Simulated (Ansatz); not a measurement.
**Cl2F2SW: basis-set convergence**

The task here is to estimate one member of a computed series from the others.

The runs use Ansatz 0.2.0, Gaussian basis; one geometry, several basis sets.

Plan: PBE0-D4/def2-SVP; ωB97M-V/def2-SVP; PBE0-D4/def2-QZVPP; ωB97M-V/def2-QZVPP; the functionals' def2-TZVPP values are taken from earlier runs.

## The relaxed structure

The geometry comes from an earlier relaxation with PBE0-D4 in a triple-zeta def2 set; it is a stationary point. W takes the def2 core potential; no spin-orbit term is included.

SMILES `[F][W]([F])(=[S])([Cl])[Cl]`, 6 atoms, charge 0, spin multiplicity 1.

Atoms are counted from 1 here; the program's logs count them from 0.

Bond lengths: F1–W2 1.856 Å, W2–F3 1.856 Å, W2–S4 2.088 Å, W2–Cl5 2.274 Å, W2–Cl6 2.274 Å. Angles: F1–W2–F3 83.2°, F1–W2–S4 105.9°, F1–W2–Cl5 149.5°, F1–W2–Cl6 85.9°, F3–W2–S4 105.9°, F3–W2–Cl5 85.9°, F3–W2–Cl6 149.5°, S4–W2–Cl5 104.5°, S4–W2–Cl6 104.5°, Cl5–W2–Cl6 89.3°.

Set-up of the first run:

File in.yaml:

```yaml
crystal:
  periodic: [false, false, false]
  atoms:
    - {symbol: F, position_ang: [-0.108820, -0.978954, 1.630805]}
    - {symbol: W, position_ang: [0.032831, -0.063617, 0.022621]}
    - {symbol: F, position_ang: [1.831272, -0.488963, 0.192444]}
    - {symbol: S, position_ang: [-0.723299, -1.351886, -1.436085]}
    - {symbol: Cl, position_ang: [0.741973, 1.759397, -1.137573]}
    - {symbol: Cl, position_ang: [-1.773968, 1.124024, 0.727788]}
basis:
  gaussian: {orbitals: def2-SVP}
hamiltonian: {xc: pbe0, dispersion: d4}
output: {orbitals: {seedname: orbitals}}
```

Started as:

```sh
> ansatz run in.yaml --threads 4 --pin off --events-out ev --progress --plain --max-ram 10444MiB
```

Steps of the session up to this table: PBE0-D4 in def2-SVP; ωB97M-V in def2-SVP; PBE0-D4 in def2-QZVPP; ωB97M-V in def2-QZVPP.

One of the session's tables, all rows but one given; the rest of the session is left out.

It belongs to the step «Functionals by basis». 

```
functional       basis  HOMO (eV)  LUMO (eV)
   PBE0-D4    def2-SVP      -9.15      -4.34
   PBE0-D4  def2-TZVPP      -9.05      -4.19
   PBE0-D4  def2-QZVPP      -9.06      -4.21
   ωB97M-V    def2-SVP     -11.17      -2.17
   ωB97M-V  def2-TZVPP     -11.12      -2.06
   ωB97M-V  def2-QZVPP          ?          ?
```

Q: Estimate the row for ωB97M-V, def2-QZVPP from the others.

The run gave: HOMO (eV): -11.13; LUMO (eV): -2.09. In the column «HOMO (eV)» it lies between ωB97M-V, def2-SVP (-11.17) and ωB97M-V, def2-TZVPP (-11.12).
